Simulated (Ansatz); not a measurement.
**CH₆BClOSn: one species, many methods**

The task here is to estimate one member of a computed series from the others.

The runs use Ansatz 0.2.0, Gaussian basis; functionals in def2-TZVPP, the program's frozen cores in correlated methods.

Plan: PBE-D4, r2SCAN-D4, PBE0-D4, B3LYP-D4, ωB97X-V, ωB97M-V, B2PLYP; CCSD(T)/def2-TZVPP; MP2/def2-QZVPP; extrapolation to the limit.

**Structure used throughout**

All runs share one geometry, relaxed beforehand with PBE0-D4 in a triple-zeta def2 set. Sn takes the def2 core potential; no spin-orbit term is included.

11 atoms, charge 0, spin multiplicity 1.

Atoms are counted from 1 here; the program's logs count them from 0.

Bond lengths: B1–Sn2 2.274 Å, B1–Cl5 1.908 Å, B1–H6 1.192 Å, B1–H7 1.192 Å, Sn2–C3 2.147 Å, Sn2–O4 1.964 Å, Sn2–Cl5 2.737 Å, C3–H8 1.090 Å, C3–H9 1.091 Å, C3–H10 1.091 Å, O4–H11 0.961 Å. Angles: Sn2–B1–Cl5 81.2°, Sn2–B1–H6 109.5°, Sn2–B1–H7 111.2°, Cl5–B1–H6 112.5°, Cl5–B1–H7 112.4°, H6–B1–H7 122.5°, B1–Sn2–C3 132.3°, B1–Sn2–O4 117.8°, B1–Sn2–Cl5 43.6°, C3–Sn2–O4 102.1°, C3–Sn2–Cl5 102.0°, O4–Sn2–Cl5 107.5°, Sn2–C3–H8 110.3°, Sn2–C3–H9 109.2°, Sn2–C3–H10 109.3°, H8–C3–H9 109.4°, H8–C3–H10 109.5°, H9–C3–H10 109.2° and more.

Set-up of the first run:

in.yaml

```yaml
crystal:
  periodic: [false, false, false]
  atoms:
    - {symbol: B, position_ang: [1.187817, 1.631055, 1.116124]}
    - {symbol: Sn, position_ang: [0.043263, -0.240413, 0.518048]}
    - {symbol: C, position_ang: [-1.558025, -0.572757, -0.873044]}
    - {symbol: O, position_ang: [1.042800, -1.927481, 0.405364]}
    - {symbol: Cl, position_ang: [1.519223, 1.675671, -0.762580]}
    - {symbol: H, position_ang: [2.153683, 1.322690, 1.742218]}
    - {symbol: H, position_ang: [0.446019, 2.495580, 1.467421]}
    - {symbol: H, position_ang: [-2.081957, 0.360913, -1.075527]}
    - {symbol: H, position_ang: [-2.256396, -1.296649, -0.449464]}
    - {symbol: H, position_ang: [-1.149763, -0.970691, -1.803239]}
    - {symbol: H, position_ang: [0.718635, -2.534918, -0.264620]}
basis:
  gaussian: {orbitals: def2-TZVPP}
hamiltonian: {xc: pbe, dispersion: d4}
output: {forces: true, orbitals: {seedname: orbitals}}
```

Launch:

```console
ansatz run in.yaml --threads 4 --pin off --events-out ev --progress --plain --max-ram 10444MiB
```

Steps of the session up to this table: PBE-D4 (GGA); r2SCAN-D4 (meta-GGA); PBE0-D4 (hybrid); B3LYP-D4 (hybrid); ωB97X-V (range-separated); ωB97M-V (range-separated); B2PLYP (double hybrid); CCSD(T) in def2-TZVPP; MP2 in def2-QZVPP.

One table of the session follows, with a row left open; its other results are not shown here.

| method | atomisation energy (eV) |
| --- | --- |
| PBE-D4 | 38.846 |
| r2SCAN-D4 | 38.348 |
| PBE0-D4 | 38.076 |
| B3LYP-D4 | ? |
| ωB97X-V | 38.146 |
| ωB97M-V | 38.139 |
| B2PLYP | 37.587 |
| HF/def2-TZVPP | 27.269 |
| MP2/def2-TZVPP | 37.778 |
| CCSD/def2-TZVPP | 36.481 |
| CCSD(T)/def2-TZVPP | 37.157 |
| MP2/CBS | 38.902 |
| CCSD(T)/CBS | 38.281 |

Estimate the missing values for B3LYP-D4.

As computed: atomisation energy (eV): 37.978. In the column «atomisation energy (eV)» it lies between MP2/def2-TZVPP (37.778) and PBE0-D4 (38.076).

To keep in mind: Free atoms (1 B, 1 Sn, 1 C, 1 O, 1 Cl, 6 H) were run apart at each level; the atomisation energy is their sum less the molecule, without zero-point or spin-orbit terms.
